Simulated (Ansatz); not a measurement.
This script drives Ansatz 0.2.0 through its Python package.

`field_albrh3nsi.py`:
```python
"""Dipole of AlBrH3NSi in the field of point charges."""

import logging
import sys
import warnings

import ansatz as az
import numpy as np

logging.basicConfig(stream=sys.stdout, format="%(name)s: %(message)s")
log = logging.getLogger("albrh3nsi")
log.setLevel(logging.INFO)

warnings.simplefilter("ignore", az.DeckWarning)

geometry = (
    az.Crystal.molecule()
    .atom("Br", (-1.2736, -2.0947, 1.1704))
    .atom("Si", (-0.8834, 0.0376, 0.4316))
    .atom("N", (0.8449, 0.4129, 0.5771))
    .atom("Al", (0.7348, 0.1827, -1.3005))
    .atom("H", (-1.676, 1.1589, 0.9226))
    .atom("H", (1.3537, -0.4338, 0.9399))
    .atom("H", (0.9608, 0.6683, -2.7868))
)

setup = geometry.calculation()
setup = setup.basis(gaussian="def2-SVPD").functional("hf")
setup = setup.forces()
# charges +q and -q at -R and +R make a nearly even field 2 k q / R^2 at the centre
centre = np.mean([site.position_ang for site in geometry.cartesian_sites], axis=0)
field = 2 * 14.399645 * 4.0 / 25.0 ** 2


def dipole(axis, sign):
    arm = 25.0 * np.eye(3)[axis]
    pair = [{"charge": sign * 4.0, "position_ang": (centre - arm).tolist()}, {"charge": -sign * 4.0, "position_ang": (centre + arm).tolist()}]
    deck = setup.input().set(az.key.basis.gaussian.point_charges, pair)
    return np.array(az.Session.from_dict(deck).plan().execute().report["charge_distribution"]["dipole_moment_e_ang"])


log.info(f"field {field:.4f} V/A")
alpha = np.array([(dipole(axis, 1) - dipole(axis, -1)) / (2 * field) * 14.399645 for axis in range(3)])
log.info("polarisability tensor (A^3)")
print(np.array2string(alpha, precision=3, suppress_small=True))
log.info(f"mean {np.trace(alpha) / 3:.3f} A^3 = {np.trace(alpha) / 3 / 0.14818471:.2f} bohr^3")
```

It is started by `python field_albrh3nsi.py`. Estimate its wall time and peak memory on 1 thread of Arm Neoverse V1, on a shared host.

It took about 27 s, with a peak of 0.37 GiB, for 6 runs of the engine.

Running `python field_albrh3nsi.py` prints:
```text
albrh3nsi: field 0.1843 V/A
albrh3nsi: polarisability tensor (A^3)
[[11.955  0.939 -2.196]
 [ 0.961 12.444 -1.794]
 [-2.219 -1.792 13.702]]
albrh3nsi: mean 12.701 A^3 = 85.71 bohr^3
```

The geometry is a force-field or estimated start, not a minimum of this method, and the basis set is short of its limit. The field of two point charges is only nearly even.
